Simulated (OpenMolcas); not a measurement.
# Ag³⁺ with 6 ligands (fluoride): CASSCF and CASPT2 levels and susceptibility

Aim: the ligand-field states of Ag³⁺ in this surrounding, its lowest levels with spin-orbit coupling and its magnetic susceptibility.

Method: state-averaged CASSCF and CASPT2, spin-orbit coupling by RASSI with atomic mean-field integrals. Code: OpenMolcas 26.06.

### 1 What is computed

```
Species                           : Ag³⁺ (silver, Z = 47, 44 electrons)
Basis                             : ANO-RCC-VDZP [6s5p3d1f], 127 functions with the ligands
Scalar Hamiltonian                : DKH2, point nucleus
Inactive shells                   : 1s 2s 2p 3s 3p 3d 4s 4p of the metal, and all ligand shells
Active space                      : 8 electrons in 5 orbitals (4d)
Some configurations of this space : 4d8
Orbitals                          : optimised for each spin and parity, averaged over all roots
```

The outer shells:

4d8
```
4d [↑↓][↑↓][↑↓][↑ ][↑ ]
```

Ag³⁺ is taken with 6 ligands (fluoride) in octahedron coordination (Oh) at 2.02 Å. A charge of +0.5 e stands 2.6 Å behind each ligand. Ligand basis ANO-RCC-VDZP. The distances are assumed, not relaxed.

```xyz
7

Ag    0.0000    0.0000    0.0000
F     2.0200    0.0000    0.0000
F     0.0000    2.0200    0.0000
F    -2.0200    0.0000    0.0000
F     0.0000   -2.0200    0.0000
F     0.0000    0.0000    2.0200
F     0.0000    0.0000   -2.0200
```

Each step is its own input file, run in one work folder so that later steps find the files of earlier ones. Labels, J, g values, rates, χT and fits are worked out afterwards by a script from the matrices that RASSI stores. The input lists half of the charges; inversion (Group=XYZ) makes the rest.

### 2 Basis and integrals

a.inp reads:

```
&GATEWAY
Coord
7

Ag 0.0 0.0 0.0
F 2.020000 0.000000 0.000000
F 0.000000 2.020000 0.000000
F -2.020000 0.000000 0.000000
F 0.000000 -2.020000 0.000000
F 0.000000 0.000000 2.020000
F 0.000000 0.000000 -2.020000
Basis=Ag.ANO-RCC-VDZP,F.ANO-RCC-VDZP
Group=XYZ
NoMove
AngMom=0.0 0.0 0.0
AMFI
RICD
XField
3 Angstrom 0
4.620000 0.000000 0.000000 0.500000
0.000000 4.620000 0.000000 0.500000
0.000000 0.000000 4.620000 0.500000
&SEWARD
```

Started as:

```sh
$ OMP_NUM_THREADS=1 MOLCAS_MEM=2457 MOLCAS_PROJECT=a pymolcas a.inp > a.log
```

### 3 Reference wave functions, triplets of even parity, 10 roots

a.inp reads:

```
&RASSCF
FileOrb=start.orb
Symmetry=1
Spin=3
nActEl=8 0 0
Inactive=24 24
Ras2=5 0
CIRoot=10 10 1
SDav=10
CIMx=300
Iter=150 100
PrWF=0.3
OrbListing=Nothing
MaxOrb=0
LevShft=1.0
>>> COPY $Project.JobIph JOB001
```

start.orb holds start orbitals that the driver prepared beforehand, or those of the step before.

### 4 Reference wave functions, singlets of even parity, 15 roots

a.inp reads:

```
&RASSCF
FileOrb=start.orb
Symmetry=1
Spin=1
nActEl=8 0 0
Inactive=24 24
Ras2=5 0
CIRoot=15 15 1
SDav=15
CIMx=300
Iter=150 100
PrWF=0.3
OrbListing=Nothing
MaxOrb=0
LevShft=1.0
>>> COPY $Project.JobIph JOB002
```

### 5 RASSI: spin-orbit coupling between the states

a.inp reads:

```
&RASSI
NrOfJobIphs=2 10 15
1 2 3 4 5 6 7 8 9 10
1 2 3 4 5 6 7 8 9 10 11 12 13 14 15
IphNames
JOB001
JOB002
EJob
SpinOrbit
DIPRint=1.0
SOCoupling=1000.0
Subsets=2
Property=9
'ANGMOM' 1 'ANGMOM' 2 'ANGMOM' 3 'MLTPL  1' 1 'MLTPL  1' 2 'MLTPL  1' 3
'AMFI' 1 'AMFI' 2 'AMFI' 3
SOProperty=3
'ANGMOM' 1 'ANGMOM' 2 'ANGMOM' 3
```

### 6 CASPT2: IPEA 0.25, imaginary shift 0.1 (closed shells correlated: 4s 4p of the metal, with ligand shells; the Frozen line counts the rest)

a.inp reads:

```
>>> COPY JOB001 $Project.JobIph
&CASPT2
Multistate=10 1 2 3 4 5 6 7 8 9 10
NoMult
Frozen=11 9
IPEA=0.25
Imaginary=0.1
MaxIter=60
WThr=0.0 0.3 0.05
PrWF=0.5
NoMix
>>> COPY JOB002 $Project.JobIph
&CASPT2
Multistate=15 1 2 3 4 5 6 7 8 9 10 11 12 13 14 15
NoMult
Frozen=11 9
IPEA=0.25
Imaginary=0.1
MaxIter=60
WThr=0.0 0.3 0.05
PrWF=0.5
NoMix
```

(Steps that only read results are left out.)

Before running it: what results should come out? Wanted: spin-free ground state; first state of the same spin within the active space; lowest level; next level.

The runs gave:

| quantity | value |
| --- | --- |
| method | SS-CASPT2, IPEA 0.25, imaginary shift 0.1 (closed shells correlated: 4s 4p of the metal, with ligand shells; the Frozen line counts the rest) |
| spin-free ground state | 3A2, 1-fold in its orbital part |
| first state of the same spin within the active space | 3T2 at 22200 cm⁻¹ |
| lowest level | 3-fold T2 |
| next level | 5364.5 cm⁻¹ |
| χT at 300 K | 1.23 cm³ K/mol |
| effective moment at 300 K | 3.13 μB |

Cost by method:

| method | time of its own steps | time with the reference |
| --- | --- | --- |
| A. CASSCF | 15 s | 15 s |
| B. SS-CASPT2, IPEA 0.25, imaginary shift 0.1, +4s 4p | 46 s | 62 s |

Times are of one thread on a shared host.

In words: The spin-free ground state (3A2) is 1-fold and keeps the highest spin of the shell. χT at 300 K is 1.23, against 1.00 cm³ K/mol for the spin alone, so orbital moment adds to it. CASPT2 does not keep the components of a term degenerate, and the means are used.
